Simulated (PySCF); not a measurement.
# CH5F3GaN: NMR shifts at several levels of theory, part 2 of 2

PySCF 2.14.0. Atoms count from 0. The steps go on from the part before.

## Step 9: Nuclear shieldings: KT3/pcSseg-1

Job settings and geometry (Å):

```
{"job": {"kind": "nmr", "xc": "KT3", "basis": "pcSseg-1", "pop": false}, "charge": 0, "multiplicity": 1}
N      1.444060    -0.252572    -0.255715
Ga    -0.076320     1.048368     0.466673
C     -1.435108    -0.379381    -0.022794
F     -2.727252    -0.120857     0.212543
F     -1.343968    -0.691582    -1.347271
F     -1.154745    -1.546386     0.623961
H      2.398518     0.098656    -0.188093
H      1.249080    -0.467860    -1.234803
H      1.388375    -1.132201     0.260372
H      0.271750     1.156128     1.995005
H      0.023686     2.261895    -0.525670
```

Method: GIAO KT3/pcSseg-1 NMR shielding, non-relativistic, gas phase.

What it wrote:

```text
coarse grid: 45976 points
cycle   1  E = -2332.3965005678  dE =  5.157e-02  |g| = 1.167e+00  |ddm| = 2.938e+00
cycle   2  E = -2331.9981084264  dE =  3.984e-01  |g| = 1.987e+00  |ddm| = 1.544e+00
cycle   3  E = -2332.5755838038  dE = -5.775e-01  |g| = 1.554e-01  |ddm| = 1.071e+00
cycle   4  E = -2332.5798892925  dE = -4.305e-03  |g| = 7.692e-02  |ddm| = 1.592e-01
cycle   5  E = -2332.5807590250  dE = -8.697e-04  |g| = 1.743e-02  |ddm| = 5.757e-02
cycle   6  E = -2332.5808128524  dE = -5.383e-05  |g| = 4.394e-03  |ddm| = 1.618e-02
cycle   7  E = -2332.5808164483  dE = -3.596e-06  |g| = 9.334e-04  |ddm| = 4.624e-03
final grid: 97168 points
cycle   8  E = -2332.5808438725  dE =  2.234e-07  |g| = 1.614e-03  |ddm| = 2.318e-03
cycle   9  E = -2332.5808428785  dE =  9.940e-07  |g| = 2.952e-03  |ddm| = 2.938e-03
cycle  10  E = -2332.5808443391  dE = -1.461e-06  |g| = 1.669e-04  |ddm| = 1.757e-03
cycle  11  E = -2332.5808443444  dE = -5.360e-09  |g| = 4.827e-05  |ddm| = 1.641e-04
cycle  12  E = -2332.5808443448  dE = -3.761e-10  |g| = 7.250e-06  |ddm| = 3.475e-05
converged SCF energy = -2332.5808443448

GIAO shielding tensors (ppm)
atom      isotropic    diamagn.    paramagn.     s11        s22        s33       span
  0 N      235.933     315.604     -79.671    223.374    237.381    247.045     23.672
  1 Ga    1532.458    2641.476   -1109.019   1442.851   1488.772   1665.749    222.897
  2 C       42.163     250.337    -208.175     32.624     36.728     57.136     24.513
  3 F      233.672     474.602    -240.930    132.666    251.740    316.610    183.944
  4 F      231.380     478.456    -247.076    128.622    235.927    329.590    200.968
  5 F      231.503     478.410    -246.907    128.799    236.103    329.607    200.808
  6 H       29.796      28.957       0.840     23.406     24.957     41.026     17.619
  7 H       29.286      30.489      -1.203     22.692     26.973     38.192     15.501
  8 H       29.283      30.505      -1.222     22.668     27.014     38.168     15.500
  9 H       27.293      28.234      -0.941     21.620     22.702     37.556     15.936
 10 H       27.295      28.237      -0.943     21.611     22.708     37.565     15.954
```

Run time: 20 s. Hardware: 1 thread of Arm Neoverse V1, shared host; peak memory 0.93 GiB.

Key values: δ C2 140.1, N0 26.1, Ga1 169, F3 -82.7, H9 4.03, H6 1.86 ppm (means over like atoms).

## Step 10: NMR shieldings: B97-D/pcSseg-1

Settings changed since step 9:

```diff
@@ -1,2 +1,2 @@
-{"job": {"kind": "nmr", "xc": "KT3", "basis": "pcSseg-1", "pop": false}, "charge": 0, "multiplicity": 1}
+{"job": {"kind": "nmr", "xc": "B97-D", "basis": "pcSseg-1", "pop": false}, "charge": 0, "multiplicity": 1}
 N      1.444060    -0.252572    -0.255715
```

With the program's defaults for keys left out, this is: GIAO B97-D/pcSseg-1 NMR shielding, non-relativistic, gas phase.

What it wrote:

```text
coarse grid: 45976 points
cycle   1  E = -2320.6106583298  dE =  3.251e-02  |g| = 1.234e+00  |ddm| = 2.955e+00
cycle   2  E = -2320.2336398830  dE =  3.770e-01  |g| = 2.024e+00  |ddm| = 1.502e+00
cycle   3  E = -2320.7801017314  dE = -5.465e-01  |g| = 2.025e-01  |ddm| = 1.075e+00
cycle   4  E = -2320.7867607825  dE = -6.659e-03  |g| = 9.487e-02  |ddm| = 1.648e-01
cycle   5  E = -2320.7878072597  dE = -1.046e-03  |g| = 1.522e-02  |ddm| = 5.899e-02
cycle   6  E = -2320.7878547055  dE = -4.745e-05  |g| = 3.777e-03  |ddm| = 1.652e-02
cycle   7  E = -2320.7878569684  dE = -2.263e-06  |g| = 1.183e-03  |ddm| = 3.359e-03
final grid: 97168 points
cycle   8  E = -2320.7879647207  dE =  4.336e-07  |g| = 2.083e-03  |ddm| = 2.680e-03
cycle   9  E = -2320.7879628550  dE =  1.866e-06  |g| = 3.862e-03  |ddm| = 3.777e-03
cycle  10  E = -2320.7879655293  dE = -2.674e-06  |g| = 1.745e-04  |ddm| = 2.338e-03
cycle  11  E = -2320.7879655348  dE = -5.524e-09  |g| = 4.889e-05  |ddm| = 1.612e-04
cycle  12  E = -2320.7879655351  dE = -3.633e-10  |g| = 9.017e-06  |ddm| = 3.464e-05
converged SCF energy = -2320.7879655351

GIAO shielding tensors (ppm)
atom      isotropic    diamagn.    paramagn.     s11        s22        s33       span
  0 N      233.956     315.845     -81.890    220.603    235.604    245.660     25.057
  1 Ga    1486.653    2639.322   -1152.668   1396.989   1443.937   1619.034    222.045
  2 C       33.951     249.358    -215.406     23.183     27.961     50.710     27.527
  3 F      236.404     473.547    -237.143    135.272    259.773    314.167    178.896
  4 F      233.634     477.607    -243.973    130.801    242.591    327.510    196.710
  5 F      233.764     477.559    -243.796    130.994    242.784    327.513    196.519
  6 H       29.862      28.940       0.921     23.481     25.040     41.064     17.583
  7 H       29.344      30.537      -1.193     22.768     27.061     38.204     15.436
  8 H       29.341      30.554      -1.213     22.744     27.101     38.180     15.436
  9 H       27.145      28.181      -1.035     21.444     22.552     37.440     15.996
 10 H       27.147      28.184      -1.036     21.435     22.558     37.449     16.014
```

Run time: 20 s. Hardware: 1 thread of Arm Neoverse V1, shared host; peak memory 0.93 GiB.

This run: δ C2 145.2, N0 26.9, Ga1 185, F3 -79.8, H9 4.26, H6 1.89 ppm (means over like atoms).

## Step 11: Nuclear shieldings: B3LYP/pcSseg-1

Settings changed since step 10:

```diff
@@ -1,2 +1,2 @@
-{"job": {"kind": "nmr", "xc": "B97-D", "basis": "pcSseg-1", "pop": false}, "charge": 0, "multiplicity": 1}
+{"job": {"kind": "nmr", "xc": "B3LYP", "basis": "pcSseg-1", "pop": false}, "charge": 0, "multiplicity": 1}
 N      1.444060    -0.252572    -0.255715
```

Method: GIAO B3LYP/pcSseg-1 NMR shielding, non-relativistic, gas phase.

What it wrote:

```text
coarse grid: 45976 points
cycle   1  E = -2319.9192852146  dE =  3.150e-02  |g| = 1.301e+00  |ddm| = 2.932e+00
cycle   2  E = -2319.7082095837  dE =  2.111e-01  |g| = 1.791e+00  |ddm| = 1.319e+00
cycle   3  E = -2320.0964988611  dE = -3.883e-01  |g| = 1.520e-01  |ddm| = 8.694e-01
cycle   4  E = -2320.0996484186  dE = -3.150e-03  |g| = 7.254e-02  |ddm| = 9.939e-02
cycle   5  E = -2320.1001977890  dE = -5.494e-04  |g| = 7.792e-03  |ddm| = 3.468e-02
cycle   6  E = -2320.1002089484  dE = -1.116e-05  |g| = 1.376e-03  |ddm| = 8.109e-03
cycle   7  E = -2320.1002092098  dE = -2.614e-07  |g| = 7.482e-04  |ddm| = 1.203e-03
final grid: 97168 points
cycle   8  E = -2320.1001830593  dE =  9.396e-08  |g| = 1.135e-03  |ddm| = 1.372e-03
cycle   9  E = -2320.1001827682  dE =  2.912e-07  |g| = 1.727e-03  |ddm| = 1.584e-03
cycle  10  E = -2320.1001832861  dE = -5.179e-07  |g| = 4.751e-05  |ddm| = 9.417e-04
cycle  11  E = -2320.1001832864  dE = -3.251e-10  |g| = 1.119e-05  |ddm| = 3.159e-05
converged SCF energy = -2320.1001832864

GIAO shielding tensors (ppm)
atom      isotropic    diamagn.    paramagn.     s11        s22        s33       span
  0 N      236.647     315.956     -79.309    222.559    238.197    249.185     26.626
  1 Ga    1509.859    2636.758   -1126.899   1420.724   1462.789   1646.065    225.342
  2 C       32.565     248.366    -215.800     19.788     25.399     52.510     32.722
  3 F      243.756     473.775    -230.020    136.471    271.495    323.302    186.832
  4 F      240.788     477.865    -237.076    132.071    254.304    335.990    203.919
  5 F      240.925     477.819    -236.893    132.265    254.484    336.027    203.763
  6 H       29.804      28.887       0.918     23.259     24.816     41.339     18.080
  7 H       29.277      30.430      -1.152     22.500     26.888     38.445     15.945
  8 H       29.275      30.446      -1.171     22.477     26.929     38.421     15.944
  9 H       27.208      28.057      -0.848     21.454     22.516     37.656     16.202
 10 H       27.211      28.060      -0.849     21.444     22.523     37.665     16.221
```

Wall time 15 s (1 thread of Arm Neoverse V1, shared host); peak memory 0.81 GiB.

Key values: δ C2 146.7, N0 26.9, Ga1 181, F3 -69.9, H9 4.17, H6 1.93 ppm (means over like atoms).

## Step 12: Side by side: NMR shifts

Shifts (ppm), means over like atoms, with basis size and wall time:

| run | C2 | H9 | H6 | N0 | Ga1 | F3 | functions | time |
| --- | --- | --- | --- | --- | --- | --- | --- | --- |
| HF/pcSseg-1 | 126.1 | 3.80 | 2.26 | 17.0 | 142 | -48.2 | 151 | 8.6 s |
| LDA/pcSseg-1 | 154.6 | 4.65 | 1.81 | 30.7 | 231 | -79.7 | 151 | 17 s |
| PBE/pcSseg-1 | 149.0 | 4.32 | 1.80 | 28.6 | 198 | -80.1 | 151 | 20 s |
| BLYP/pcSseg-1 | 151.2 | 4.29 | 1.85 | 30.9 | 192 | -79.4 | 151 | 20 s |
| BP86/pcSseg-1 | 149.2 | 4.37 | 1.83 | 27.3 | 199 | -81.4 | 151 | 20 s |
| OPBE/pcSseg-1 | 140.6 | 4.12 | 1.82 | 25.2 | 172 | -80.8 | 151 | 20 s |
| KT2/pcSseg-1 | 142.8 | 4.31 | 1.85 | 25.6 | 197 | -84.9 | 151 | 20 s |
| KT3/pcSseg-1 | 140.1 | 4.03 | 1.86 | 26.1 | 169 | -82.7 | 151 | 20 s |
| B97-D/pcSseg-1 | 145.2 | 4.26 | 1.89 | 26.9 | 185 | -79.8 | 151 | 20 s |
| B3LYP/pcSseg-1 | 146.7 | 4.17 | 1.93 | 26.9 | 181 | -69.9 | 151 | 15 s |

## Step 13: What came out

The summary covers parts 1 to 2.

| quantity | value |
| --- | --- |
| 13C shifts against TMS (HF/pcSseg-1) | 126.1 ppm |
| 1H shifts against TMS (HF/pcSseg-1, means over atoms taken as alike) | 3.80, 2.26 ppm |
| 15N shifts against NH3 (HF/pcSseg-1) | 17.0 ppm |
| 71Ga shifts against GaH4- (HF/pcSseg-1) | 142 ppm |
| 19F shifts against CFCl3 (HF/pcSseg-1, means over atoms taken as alike) | -48.2 ppm |
| range of the shift of Ga1 | 142 to 231 ppm |

In words: Single values in the summary come from the first run of each kind that ended normally (HF/pcSseg-1), which need not be the best level. At HF/pcSseg-1: The widest tensor belongs to Ga1: span 221 ppm, with a paramagnetic part of -938 ppm. In ppm, Ga1 moves most: its shift spreads over 89 ppm, from 142 (HF/pcSseg-1) to 231 (LDA/pcSseg-1). Spin-orbit coupling is left out, which matters for shieldings and couplings at and beside the heavy atoms.
